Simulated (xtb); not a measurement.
**GeSiNH7S (SMILES [NH2][GeH2][S][SiH3]): GFN2-xTB**

We compute a structure relaxation of GeSiNH7S. 

Program for the calculation: xtb 6.7.1.

2 further runs of the same task are left out: 2 set aside as unsound or not needed.

## 1. The structure to begin with

GeSiNH7S has 11 atoms, charge 0, and is taken as a singlet. SMILES: `[NH2][GeH2][S][SiH3]`. All atoms were displaced at random from a relaxed shape. The run starts from this shape.

Bond lengths: N1–Ge2 1.793 Å, Ge2–S3 2.208 Å, S3–Si4 2.295 Å, N1–H5 0.956 Å, N1–H6 0.941 Å, Ge2–H7 1.434 Å, Ge2–H8 1.595 Å, Si4–H9 1.446 Å, Si4–H10 1.355 Å, Si4–H11 1.473 Å. Some angles: N1–Ge2–S3 110.8°, Ge2–S3–Si4 96.6°, N1–Ge2–H7 122.9°, N1–Ge2–H8 106.8°, S3–Ge2–H7 101.5°, S3–Ge2–H8 108.7°, Ge2–N1–H5 114.0°, Ge2–N1–H6 114.1°, S3–Si4–H9 109.5°, S3–Si4–H10 107.1°.

## 2. A structure relaxation at GFN2-xTB

The input, detailed.inp:

```
$chrg 0
$spin 0
$opt
   hessian=lindh
$end
```

The input, input.xyz:

```xyz
11
GeH7NSSi
N     -0.58879     1.74367    -0.34787
Ge    -0.28393     0.75842     1.11858
S      1.45801    -0.56570     0.82613
Si     0.60888    -1.72694    -0.96267
H      0.20031     2.12339    -0.73199
H     -1.30893     2.34405    -0.26546
H      0.00828     1.33509     2.39870
H     -1.57952    -0.14412     1.34378
H      0.41881    -0.82542    -2.07683
H     -0.51046    -2.35834    -0.53335
H      1.80067    -2.57224    -1.14931
```

Started as:

```console
xtb input.xyz --input detailed.inp -o tight > out.txt
```

What values should one expect? Wanted: total energy at the end; dipole moment; HOMO energy; LUMO energy; HOMO–LUMO gap; dispersion energy; mean polarisability.

**Answer.** As computed:

At GFN2-xTB:

| quantity | value |
| --- | --- |
| total energy at the end | -13.44802 Eh |
| dipole moment | 3.05 D |
| HOMO energy | -10.09 eV |
| LUMO energy | -5.57 eV |
| HOMO–LUMO gap | 4.53 eV |
| dispersion energy | -21.44 kJ/mol |
| mean polarisability (D4 model) | 91.1 bohr³ |

At the final geometry: Bond lengths: N1–Ge2 1.820 Å, Ge2–S3 2.199 Å, S3–Si4 2.150 Å, N1–H5 1.011 Å, N1–H6 1.010 Å, Ge2–H7 1.518 Å, Ge2–H8 1.510 Å, Si4–H9 1.458 Å, Si4–H10 1.460 Å, Si4–H11 1.454 Å. Some angles: N1–Ge2–S3 107.7°, Ge2–S3–Si4 99.8°, N1–Ge2–H7 115.8°, N1–Ge2–H8 104.5°, S3–Ge2–H7 106.4°, S3–Ge2–H8 113.2°, Ge2–N1–H5 116.0°, Ge2–N1–H6 116.2°, S3–Si4–H9 109.4°, S3–Si4–H10 108.5°. The optimisation took 12 steps and changed the energy by -0.615 eV. Mulliken charges run from -0.40 on S3 to +0.49 on Si4.
